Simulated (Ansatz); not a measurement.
**C2H6ClSi2 radical: one species, many methods**

One table from this session's results is given with a row withheld; the runs are named, their logs left out.

Computed with Ansatz 0.2.0, Gaussian basis. Level: functionals in def2-TZVPP, the program's frozen cores in correlated methods.

Levels to be run: LDA (SPW92), PBE-D4, revPBE-D4, BLYP-D4, r2SCAN-D4, B97M-V, PBE0-D4, B3LYP-D4, r2SCANh-D4, r2SCAN0-D4, HSE06-D4, BHLYP-D4, CAM-B3LYP-D4, LC-ωPBE, ωB97X-V, ωB97M-V, B2PLYP, PBE-QIDH; CCSD(T)/def2-SVP; CCSD(T)/def2-TZVPP; MP2/def2-QZVPP; extrapolation to the limit; RPA on PBE.

## The geometry

An earlier PBE0-D4 in a triple-zeta def2 set relaxation fixed the geometry.

SMILES `[SiH2]/C=C/[SiH2]Cl`, 11 atoms, charge 0, spin multiplicity 2.

Atoms are counted from 1 here; the program's logs count them from 0.

Bond lengths: Si1–C2 1.835 Å, Si1–H6 1.485 Å, Si1–H7 1.485 Å, C2–C3 1.348 Å, C2–H8 1.091 Å, C3–Si4 1.849 Å, C3–H9 1.090 Å, Si4–Cl5 2.062 Å, Si4–H10 1.483 Å, Si4–H11 1.483 Å. Angles: C2–Si1–H6 112.7°, C2–Si1–H7 113.9°, H6–Si1–H7 113.2°, Si1–C2–C3 124.4°, Si1–C2–H8 117.2°, C3–C2–H8 118.3°, C2–C3–Si4 122.3°, C2–C3–H9 119.0°, Si4–C3–H9 118.8°, C3–Si4–Cl5 110.3°, C3–Si4–H10 111.9°, C3–Si4–H11 109.0°, Cl5–Si4–H10 106.4°, Cl5–Si4–H11 108.4°, H10–Si4–H11 110.8°.

Set-up of the first run:

File in.yaml:

```yaml
crystal:
  periodic: [false, false, false]
  atoms:
    - {symbol: Si, position_ang: [-0.551778, 1.527651, 1.960625]}
    - {symbol: C, position_ang: [-0.587824, 0.448650, 0.476353]}
    - {symbol: C, position_ang: [0.489804, -0.176631, -0.037552]}
    - {symbol: Si, position_ang: [0.374325, -1.300986, -1.500708]}
    - {symbol: Cl, position_ang: [0.975405, -3.204823, -0.986985]}
    - {symbol: H, position_ang: [0.811926, 2.025505, 2.275106]}
    - {symbol: H, position_ang: [-1.578284, 2.600359, 1.950803]}
    - {symbol: H, position_ang: [-1.562114, 0.253883, 0.025545]}
    - {symbol: H, position_ang: [1.466255, -0.003800, 0.415584]}
    - {symbol: H, position_ang: [1.263685, -0.864849, -2.604293]}
    - {symbol: H, position_ang: [-1.036099, -1.361956, -1.953880]}
basis:
  gaussian: {orbitals: def2-TZVPP}
magnetization: {spin_polarized: true, initial_magnetization: 1}
hamiltonian: {xc: lda}
output: {orbitals: {seedname: orbitals}}
```

Among the steps run: LDA; PBE-D4 (GGA); revPBE-D4 (GGA); BLYP-D4 (GGA); r2SCAN-D4 (meta-GGA); B97M-V (meta-GGA); PBE0-D4 (hybrid); B3LYP-D4 (hybrid); r2SCANh-D4 (hybrid); r2SCAN0-D4 (hybrid); HSE06-D4 (hybrid); BHLYP-D4 (hybrid); CAM-B3LYP-D4 (range-separated); LC-ωPBE (range-separated); ωB97X-V (range-separated); ωB97M-V (range-separated); B2PLYP (double hybrid); PBE-QIDH (double hybrid).

One of the session's tables, all rows but one given; the rest of the session is left out.

It belongs to the step «Frontier levels by functional». 

| functional | HOMO (eV) | LUMO (eV) | gap (eV) |
| --- | --- | --- | --- |
| LDA (SPW92) | -5.08 | -4.13 | 0.95 |
| PBE-D4 | -5.07 | -3.71 | 1.36 |
| revPBE-D4 | -5.05 | -3.58 | 1.47 |
| BLYP-D4 | -4.83 | -3.67 | 1.16 |
| r2SCAN-D4 | ? | ? | ? |
| B97M-V | -5.18 | -3.78 | 1.40 |
| PBE0-D4 | -6.05 | -2.79 | 3.26 |
| B3LYP-D4 | -5.75 | -3.12 | 2.64 |
| r2SCANh-D4 | -5.75 | -2.99 | 2.76 |
| r2SCAN0-D4 | -6.30 | -2.52 | 3.78 |
| HSE06-D4 | -5.66 | -3.17 | 2.49 |
| BHLYP-D4 | -6.81 | -1.90 | 4.91 |
| CAM-B3LYP-D4 | -7.13 | -1.83 | 5.30 |
| LC-ωPBE | -8.54 | -0.51 | 8.03 |
| ωB97X-V | -8.01 | -0.97 | 7.04 |
| ωB97M-V | -7.70 | -1.10 | 6.60 |

Estimate the missing values for r2SCAN-D4.

Worked estimate for «HOMO (eV)». Against the share of exact exchange, r2SCANh-D4 (0.1, -5.75), r2SCAN0-D4 (0.25, -6.30) give a slope of -3.67 per unit share; at 0 the line stands at -5.38.

As computed: HOMO (eV): -5.40; LUMO (eV): -3.31; gap (eV): 2.08. In «HOMO (eV)» the line misses by +0.02.
